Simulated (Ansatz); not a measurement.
**C₂H₁₀BNSi: a ladder of functionals and wavefunction methods**

An exercise on one series of results from a longer session: the logs are not shown, and one member is left open.

Method: functionals in def2-TZVPP, the program's frozen cores in correlated methods; program: Ansatz 0.2.0, Gaussian basis.

Plan: LDA (SPW92), PBE-D4, revPBE-D4, BLYP-D4, r2SCAN-D4, B97M-V, PBE0-D4, B3LYP-D4, r2SCANh-D4, r2SCAN0-D4, HSE06-D4, BHLYP-D4, CAM-B3LYP-D4, LC-ωPBE, ωB97X-V, ωB97M-V, B2PLYP, PBE-QIDH; CCSD(T)/def2-SVP; CCSD(T)/def2-TZVPP; MP2/def2-QZVPP; extrapolation to the limit; RPA on PBE.

### Structure used throughout

All runs share one geometry, relaxed beforehand with PBE0-D4 in a triple-zeta def2 set.

SMILES `CNB(C)[SiH3]`, 15 atoms, charge 0, spin multiplicity 1.

Atoms are counted from 1 here; the program's logs count them from 0.

Bond lengths: C1–N2 1.446 Å, C1–H6 1.094 Å, C1–H7 1.088 Å, C1–H8 1.094 Å, N2–B3 1.394 Å, N2–H9 1.008 Å, B3–C4 1.574 Å, B3–Si5 2.028 Å, C4–H10 1.096 Å, C4–H11 1.095 Å, C4–H12 1.093 Å, Si5–H13 1.493 Å, Si5–H14 1.493 Å, Si5–H15 1.496 Å. Angles: N2–C1–H6 111.3°, N2–C1–H7 110.1°, N2–C1–H8 111.2°, H6–C1–H7 108.1°, H6–C1–H8 108.0°, H7–C1–H8 108.0°, C1–N2–B3 129.2°, C1–N2–H9 112.8°, B3–N2–H9 118.0°, N2–B3–C4 123.7°, N2–B3–Si5 116.1°, C4–B3–Si5 120.1°, B3–C4–H10 109.9°, B3–C4–H11 110.1°, B3–C4–H12 115.9°, H10–C4–H11 105.3°, H10–C4–H12 107.6°, H11–C4–H12 107.6° and more.

The first run:

in.yaml

```yaml
crystal:
  periodic: [false, false, false]
  atoms:
    - {symbol: C, position_ang: [-1.255036, -1.041716, 1.529012]}
    - {symbol: N, position_ang: [-0.742817, 0.095443, 0.797545]}
    - {symbol: B, position_ang: [0.195145, 0.130165, -0.232972]}
    - {symbol: C, position_ang: [0.906203, -1.149324, -0.811417]}
    - {symbol: Si, position_ang: [0.625805, 1.963052, -0.986827]}
    - {symbol: H, position_ang: [-2.336268, -1.145050, 1.395897]}
    - {symbol: H, position_ang: [-0.782783, -1.956335, 1.176645]}
    - {symbol: H, position_ang: [-1.052857, -0.946897, 2.600134]}
    - {symbol: H, position_ang: [-1.144039, 0.969049, 1.102337]}
    - {symbol: H, position_ang: [1.991904, -1.056253, -0.696670]}
    - {symbol: H, position_ang: [0.734264, -1.219254, -1.891056]}
    - {symbol: H, position_ang: [0.608315, -2.102257, -0.367584]}
    - {symbol: H, position_ang: [2.075634, 2.297999, -0.865781]}
    - {symbol: H, position_ang: [0.288551, 2.067808, -2.437544]}
    - {symbol: H, position_ang: [-0.133823, 3.042771, -0.282520]}
basis:
  gaussian: {orbitals: def2-TZVPP}
hamiltonian: {xc: lda}
output: {orbitals: {seedname: orbitals}}
```

Steps of the session up to this table: LDA; PBE-D4 (GGA); revPBE-D4 (GGA); BLYP-D4 (GGA); r2SCAN-D4 (meta-GGA); B97M-V (meta-GGA); PBE0-D4 (hybrid); B3LYP-D4 (hybrid); r2SCANh-D4 (hybrid); r2SCAN0-D4 (hybrid); HSE06-D4 (hybrid); BHLYP-D4 (hybrid); CAM-B3LYP-D4 (range-separated); LC-ωPBE (range-separated); ωB97X-V (range-separated); ωB97M-V (range-separated); B2PLYP (double hybrid); PBE-QIDH (double hybrid).

One of the session's tables, all rows but one given; the rest of the session is left out.

It belongs to the step «Orbital energies across the functionals». 

```
  functional  HOMO (eV)  gap (eV)
 LDA (SPW92)      -6.42      5.23
      PBE-D4      -6.33      5.33
   revPBE-D4      -6.29      5.36
     BLYP-D4      -6.22      5.38
   r2SCAN-D4      -6.57      5.83
      B97M-V      -6.70      5.86
     PBE0-D4      -7.54      7.45
    B3LYP-D4      -7.35      7.08
  r2SCANh-D4      -7.02      6.60
  r2SCAN0-D4      -7.69      7.75
    HSE06-D4      -7.14      6.67
    BHLYP-D4      -8.68      9.62
CAM-B3LYP-D4          ?         ?
     LC-ωPBE     -10.22     12.37
     ωB97X-V      -9.88     11.93
     ωB97M-V      -9.68     11.49
```

Q: Estimate the row for CAM-B3LYP-D4 from the others.

**Answer.** HOMO (eV): -8.89; gap (eV): 9.94. In the column «HOMO (eV)» it lies between ωB97M-V (-9.68) and BHLYP-D4 (-8.68).
